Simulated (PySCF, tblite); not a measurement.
**C2H5FGeNO radical: geometry, infrared bands and EPR parameters**

Aim: predict the infrared bands and EPR parameters of C2H5FGeNO radical (`[CH2]C(=O)[NH][GeH2][F]`).

The runs use tblite 0.8.0 and PySCF 2.14.0, with density-fitted response routines of our own; the level of theory stands in each step. All values are computed, except where a source is named. Atoms are numbered from 0 throughout.

## Step 1: The starting structure

11 atoms, charge 0, multiplicity 2; geometry from: force field or distance geometry start.

Bonds of the start (Å): C0–C1 1.51, C1–O2 1.25, C1–N3 1.42, N3–Ge4 1.86, Ge4–F5 1.77, C0–H6 1.12, C0–H7 1.12, N3–H8 1.06, Ge4–H9 1.53, Ge4–H10 1.56.

## Step 2: Relaxing the molecule with GFN2-xTB

Job settings and geometry (Å):

```
{"job": {"kind": "relax", "xc": "GFN2-xTB", "basis": "xTB"}, "charge": 0, "multiplicity": 2}
C      2.350800    -0.393900    -0.106900
C      0.865800    -0.630300    -0.275300
O      0.515900    -1.728600    -0.754500
N     -0.032300     0.393900     0.142900
Ge    -1.868800     0.146900    -0.011000
F     -2.629400     1.623400     0.600700
H      2.466800    -0.125400     0.971700
H      2.625600     0.533200    -0.678800
H      0.361500     1.281300     0.561300
H     -2.335200    -0.116700    -1.447800
H     -2.315300    -0.981000     0.971600
```

The run is started by

```console
OMP_NUM_THREADS=1 python probes_run.py task.json out
```

The driver reads the jobs from task.json and runs them one after another.

The log of the run:

```text
step      E/eV     max force
  0    -555.60292    4.131
  1    -555.96489    2.863
  2    -556.23613    1.132
  3    -556.34096    0.956
  4    -556.43233    1.062
  5    -556.46400    0.510
  6    -556.48016    0.350
  7    -556.49928    0.363
  8    -556.51520    0.343
  9    -556.52840    0.297
 10    -556.53751    0.297
 11    -556.54537    0.274
 12    -556.55519    0.258
 13    -556.56458    0.284
 14    -556.57272    0.283
 15    -556.58073    0.269
 16    -556.58839    0.235
 17    -556.59478    0.239
 18    -556.60080    0.295
 19    -556.60715    0.272
 20    -556.61449    0.254
 21    -556.62428    0.305
 22    -556.63680    0.399
 23    -556.65140    0.458
 24    -556.66728    0.384
 25    -556.67526    0.573
 26    -556.67621    0.686
 27    -556.68996    0.272
 28    -556.69656    0.237
 29    -556.73288    0.291
 30    -556.75070    0.701
 31    -556.76911    0.405
 32    -556.78997    0.365
 33    -556.81319    0.442
 34    -556.83343    0.429
 35    -556.85635    0.783
 36    -556.89556    0.520
 37    -556.92642    0.525
 38    -556.96486    0.380
 39    -556.98037    0.597
 40    -557.00067    0.566
 41    -557.01346    0.395
 42    -557.02611    0.226
 43    -557.04448    0.307
 44    -557.07171    0.468
 45    -557.08820    0.397
 46    -557.09054    0.740
 47    -557.09696    0.244
 48    -557.09895    0.196
 49    -557.10158    0.159
 50    -557.10711    0.150
 51    -557.10852    0.110
 52    -557.10953    0.073
 53    -557.11013    0.090
 54    -557.11115    0.137
 55    -557.11276    0.208
 56    -557.11508    0.224
 57    -557.11697    0.140
 58    -557.11768    0.046
 59    -557.11786    0.036
 60    -557.11797    0.038
 61    -557.11821    0.062
 62    -557.11866    0.085
 63    -557.11939    0.089
 64    -557.12002    0.060
 65    -557.12029    0.029
 66    -557.12035    0.024
 67    -557.12038    0.020
 68    -557.12044    0.019
 69    -557.12051    0.022
 70    -557.12058    0.016
 71    -557.12060    0.005
```

It took 0.29 s on 1 thread of Arm Neoverse V2, shared host.

The steps of the relaxation: (not every step is listed)

```tsv
step	energy from step 0 (eV)	largest force (eV/Å)
0	0.0000	4.1306
1	-0.3620	2.8629
2	-0.6332	1.1320
3	-0.7380	0.9556
4	-0.8294	1.0621
5	-0.8611	0.5101
6	-0.8772	0.3503
7	-0.8964	0.3631
8	-0.9123	0.3432
13	-0.9617	0.2838
18	-0.9979	0.2951
23	-1.0485	0.4581
28	-1.0936	0.2365
33	-1.2103	0.4418
38	-1.3619	0.3800
43	-1.4416	0.3073
48	-1.4960	0.1963
53	-1.5072	0.0905
58	-1.5148	0.0457
63	-1.5165	0.0890
66	-1.5174	0.0241
67	-1.5175	0.0203
68	-1.5175	0.0192
69	-1.5176	0.0225
70	-1.5177	0.0163
71	-1.5177	0.0054
```

Distances of close pairs at the start and the end, largest changes first:

```tsv
bond	before (Å)	after (Å)	change (Å)
C0–C1	1.513	1.411	-0.102
Ge4–H10	1.561	1.491	-0.071
C1–N3	1.425	1.358	-0.067
C0–H7	1.123	1.074	-0.049
N3–H8	1.057	1.008	-0.049
C0–H6	1.118	1.074	-0.043
Ge4–H9	1.533	1.490	-0.043
Ge4–F5	1.770	1.763	-0.007
```

The next job starts from the end point, and lists it.

## Step 3: Vibrational analysis with GFN2-xTB

Job settings and geometry (Å):

```
{"job": {"kind": "ir", "xc": "GFN2-xTB", "basis": "xTB"}, "charge": 0, "multiplicity": 2}
C      2.168205    -0.202100    -0.056114
C      0.769704    -0.337676    -0.187978
O      0.201954    -1.271847    -0.790095
N     -0.073626     0.576883     0.355882
Ge    -1.772748    -0.029481    -0.079230
F     -2.673131     1.270296     0.699601
H      2.599881     0.625087     0.476544
H      2.813016    -0.939875    -0.496430
H      0.258714     1.380833     0.865390
H     -2.105648     0.159394    -1.519607
H     -2.180898    -1.228843     0.706073
```

The log of the run:

```text
mode    cm-1     km/mol
  1     104.1      3.44
  2     134.8     26.04
  3     135.4     25.68
  4     172.7     17.05
  5     328.0     14.58
  6     365.2      1.03
  7     451.2    162.38
  8     460.7    145.26
  9     468.3     31.54
 10     495.1      9.03
 11     557.5     19.18
 12     628.3      0.76
 13     649.4    197.91
 14     688.7     44.64
 15     729.2     59.74
 16     732.3      8.55
 17     930.6      2.02
 18    1036.2      7.43
 19    1109.5     38.73
 20    1327.4     75.95
 21    1385.4     49.53
 22    1508.4    176.57
 23    2006.6     53.39
 24    2051.7    403.51
 25    3119.2      2.96
 26    3175.9      4.93
 27    3438.5      6.24
```

It took 0.21 s on 1 thread of Arm Neoverse V2, shared host.

The strongest bands and the atoms that carry them (share of the mass-weighted mode):

```tsv
cm⁻¹	km/mol	atoms
451	162.4	H9 30 %, H10 29 %, H8 17 %
461	145.3	F5 74 %, Ge4 16 %
649	197.9	H9 41 %, H10 40 %
729	59.7	C1 30 %, C0 25 %, H7 24 %, H6 17 %
1327	76.0	C1 37 %, H7 23 %, N3 18 %, H6 16 %
1508	176.6	C1 64 %, O2 30 %
2007	53.4	H10 51 %, H9 48 %
2052	403.5	H9 51 %, H10 47 %
```

## Step 4: EPR parameters: B3LYP/def2-TZVP-core+pcH-1

The job, as its differences from that of step 3:

```diff
@@ -1,2 +1,2 @@
-{"job": {"kind": "ir", "xc": "GFN2-xTB", "basis": "xTB"}, "charge": 0, "multiplicity": 2}
+{"job": {"kind": "epr", "basis": "pcH-1"}, "charge": 0, "multiplicity": 2}
 C      2.168205    -0.202100    -0.056114
```

Method: UKS B3LYP, def2-TZVP-core on Ge, pcH-1 on C F H N O, non-relativistic, mean-field spin-orbit, GIAO.

The log of the run:

```text
UKS, coarse grid
  cycle   1  E = -2385.86964949  |g| = 1.52e+00
  cycle   2  E = -2384.74765818  |g| = 2.00e+00
  cycle   3  E = -2385.86595204  |g| = 8.52e-01
  cycle   4  E = -2386.10491898  |g| = 3.15e-01
  cycle   5  E = -2386.12732868  |g| = 1.36e-01
  cycle   6  E = -2386.13449222  |g| = 3.83e-02
  cycle   7  E = -2386.13490300  |g| = 8.76e-03
  cycle   8  E = -2386.13494074  |g| = 2.70e-03
  cycle   9  E = -2386.13494763  |g| = 1.67e-03
  cycle  10  E = -2386.13494752  |g| = 8.62e-04
UKS, final grid
  cycle   1  E = -2386.13499734  |g| = 1.47e-03
  cycle   2  E = -2386.13499375  |g| = 3.47e-03
  cycle   3  E = -2386.13499832  |g| = 3.52e-04
  cycle   4  E = -2386.13499837  |g| = 1.62e-04
  cycle   5  E = -2386.13499841  |g| = 5.06e-05
  cycle   6  E = -2386.13499841  |g| = 2.50e-05
E = -2386.13499841 Eh   <S^2> = 0.7552 (exact 0.7500)
g shifts (ppm)      1          2          3
  rmc          -165       -165       -165
  gc             -3         38         36
  oz_so          85       1045       2513
  total         -82        918       2385
hyperfine (MHz)  atom isotope    a_iso     a_fc   dipolar eigenvalues
    0   13C      73.13      73.29    -72.62    -72.07    144.69
    1   13C     -37.88     -37.92     -7.36      0.93      6.43
    2   17O      -8.99      -8.78    -40.55     19.69     20.86
    3   14N       2.63       2.61     -4.32     -3.67      7.99
    4  73Ge       3.49       3.54     -0.06     -0.01      0.08
    5   19F      -2.04      -1.98     -0.62     -0.30      0.92
    6    1H     -56.91     -56.91    -34.37     -1.90     36.27
    7    1H     -57.77     -57.77    -33.91     -2.00     35.91
    8    1H      -5.97      -5.98     -4.05     -1.84      5.89
    9    1H      12.77      12.78     -1.14     -0.94      2.08
   10    1H      12.74      12.74     -1.14     -0.94      2.08
```

It took 2.3 min on 1 thread of Arm Neoverse V2, shared host; peak memory 1.1 GiB.

Principal g values 2.00224, 2.00324, 2.00470; g(iso) = 2.00339, against 2.00232 for a free electron.

Mean a(iso) over the nuclei that a row names, and the largest dipolar term of the row (other rows stand at the frozen geometry):

```tsv
nuclei	isotope	a(iso) (MHz)	a(iso) (G, at g = 2.0023)	largest dipolar term (MHz)
C0	13C	73.1	26.1	144.7
H6, H7	1H	-57.3	-20.5	36.3
C1	13C	-37.9	-13.5	-7.4
H9, H10	1H	12.8	4.6	2.1
O2	17O	-9.0	-3.2	-40.5
H8	1H	-6.0	-2.1	5.9
Ge4	73Ge	3.5	1.2	0.1
N3	14N	2.6	0.9	8.0
F5	19F	-2.0	-0.7	0.9
```

Mulliken spin populations:

```tsv
atom	value (e)
C0	0.95
C1	-0.08
O2	0.13
N3	0.08
Ge4	0.00
F5	0.00
H6	-0.04
H7	-0.04
H8	0.00
H9	0.01
H10	0.01
```

In first order the couplings over 0.8 MHz of 1H, 14N, 19F give 108 distinct lines over 54.8 G, if the averaged nuclei exchange fast.

Orbitals, density, ELF and potential are computed afterwards from the orbital file.

ELF in a plane through or near 9 of the atoms.

Values, 10 rows by 14 columns:
```
0.00 0.00 0.00 0.00 0.00 0.00 0.00 0.00 0.00 0.00 0.00 0.00 0.00 0.00
0.00 0.00 0.00 0.00 0.00 0.00 0.00 0.00 0.00 0.00 0.00 0.00 0.00 0.00
0.00 0.00 0.00 0.08 0.08 0.00 0.77 0.83 0.02 0.10 0.28 0.13 0.00 0.00
0.00 0.00 0.12 0.99 0.98 0.01 0.89 0.97 0.16 0.44 0.80 0.76 0.08 0.00
0.00 0.00 0.07 0.95 0.98 0.20 0.55 0.42 0.81 0.19 0.79 0.74 0.11 0.00
0.00 0.01 0.45 0.93 0.23 0.92 0.57 0.22 0.16 0.64 0.14 0.04 0.00 0.00
0.00 0.01 0.88 1.00 0.76 0.19 0.73 0.84 0.18 0.24 0.31 0.07 0.00 0.00
0.00 0.00 0.04 0.52 0.01 0.61 0.90 0.80 0.20 0.04 0.05 0.01 0.00 0.00
0.00 0.00 0.00 0.00 0.00 0.15 0.28 0.10 0.01 0.00 0.00 0.00 0.00 0.00
0.00 0.00 0.00 0.00 0.00 0.00 0.00 0.00 0.00 0.00 0.00 0.00 0.00 0.00
```
The map spans 11.0 Å across and 8.5 Å up, centred on the molecule. Atoms in the plane (x, y in Å): C0 (-2.2, 0.0), C1 (-0.8, -0.3), O2 (-0.3, -1.5), N3 (0.1, 0.7), Ge4 (1.8, -0.2), F5 (2.8, 1.2), H6 (-2.5, 1.0), H7 (-2.9, -0.8), H8 (-0.1, 1.6).

On the surface of density 0.002 e/bohr³ the electrostatic potential runs, from the 1st to the 99th percentile, from -1.56 V near O2 to 2.25 V near H8.

The spin density lies nearest to C0 58 %; O2 11 %; H6, H7 about 8 % each; N3 6 %.

## Step 5: Summary of results

| quantity | value |
| --- | --- |
| strongest single infrared mode (GFN2-xTB) | 2052 cm⁻¹, 404 km/mol |
| zero-point energy (GFN2-xTB) | 40.3 kcal/mol |
| g(iso) (B3LYP) | 2.00339 |
| ⟨S²⟩ | 0.755 (exact 0.75) |
| largest a(iso) (averaged by class) | 13C on C0, 73.1 MHz |
| surface potential, 1st and 99th percentile | -1.56 V and 2.25 V |

In words: Relaxing lowered the energy by 1.518 eV in 71 steps; the close pair that moved most is C0–C1, from 1.513 to 1.411 Å. No mode is imaginary among the 27: a minimum at this level. The strongest single mode, at 2052 cm⁻¹, moves mainly H9 and H10. Unscaled tight-binding wavenumbers are off by several per cent, some by more. Its intensities can rank the bands wrongly. Most of the unpaired spin sits on C0 (0.95 e). The isotropic g lies 1.1 ppt above the free-electron value. The hyperfine terms hold no scalar relativity, which the heavier nuclei need.
